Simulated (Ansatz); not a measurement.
# WS2: the cost of one run

Computed with Ansatz 0.2.0 (DFT PBEsol+D3(BJ), scalar-relativistic, plane waves, PAW, unless a step's input says otherwise).

3 further runs of the same task are left out: 3 set aside as unsound or not needed.

## Step 1: The starting structure

The structure is hexagonal, space group P6_3/mmc (No. 194). Conventional cell: a = 3.115 Å, b = 3.115 Å, c = 11.777 Å, α = 90.00°, β = 90.00°, γ = 120.00°. W (site symmetry -6m2) has 6 S at 2.39 Å in its first shell of neighbours. Around S (site symmetry 3m) lie 3 W at 2.39 Å.

Structure file:

```
CELL_PARAMETERS angstrom
3.11459 0.00000 0.00000
-1.55730 2.69732 0.00000
0.00000 0.00000 11.77707
ATOMIC_POSITIONS crystal
W 0.33333 0.66667 0.74986
W 0.66667 0.33333 0.25014
S 0.33333 0.66667 0.11664
S 0.66667 0.33333 0.61636
S 0.33333 0.66667 0.38364
S 0.66667 0.33333 0.88336
```

It goes back to an entry of the Materials Project, which need not be the stable form.

It is the result of an earlier relaxation at this level (volume 16.49 Å³/atom; gap on the mesh: 0.66 eV).

The unstrained cell was computed beforehand with the same settings: E(σ→0) = -24060.5559 eV for 6 atoms, gap 0.65 eV over the zone.

## Step 2: Strain -1.0 %

The input, input.yaml:

```yaml
crystal:
  lattice:
    - [3.083445489, 0.0, 0.0]
    - [-1.5417227445, 2.6703421246, 0.0]
    - [0.0, 0.0, 11.8477314743]
  atoms:
    - { symbol: W, position: [0.3333333333, 0.6666666667, 0.7498630965] }
    - { symbol: W, position: [0.6666666667, 0.3333333333, 0.2501369035] }
    - { symbol: S, position: [0.3333333333, 0.6666666667, 0.1166360657] }
    - { symbol: S, position: [0.6666666667, 0.3333333333, 0.6163640561] }
    - { symbol: S, position: [0.3333333333, 0.6666666667, 0.3836359439] }
    - { symbol: S, position: [0.6666666667, 0.3333333333, 0.8833639343] }
basis:
  ecutwfc: 420
kpoints:
  mp_grid: { grid: [12, 12, 4] }
hamiltonian:
  xc: pbesol
  dispersion: d3bj
scf:
  occupations: { method: gaussian, width: 0.02 }
output:
  forces: true
  stress: true
  eigenvalues: true
relax:
  adjacent_minimum: "off"
  f_tol: 0.008
  max_steps: 40
  cell: { stress_tol: 0.015, fix: [a, b, gamma] }
```

The run is started by

```sh
$ ansatz run input.yaml --threads 1 --pin off --max-ram 2560MiB --backend cpu --events-out ev --progress --plain --runs-dir out
```

What time and memory should one allow on 1 thread of Intel Xeon Platinum 8488C (Sapphire Rapids), shared host?

About 47 s, with a peak of 0.54 GiB.
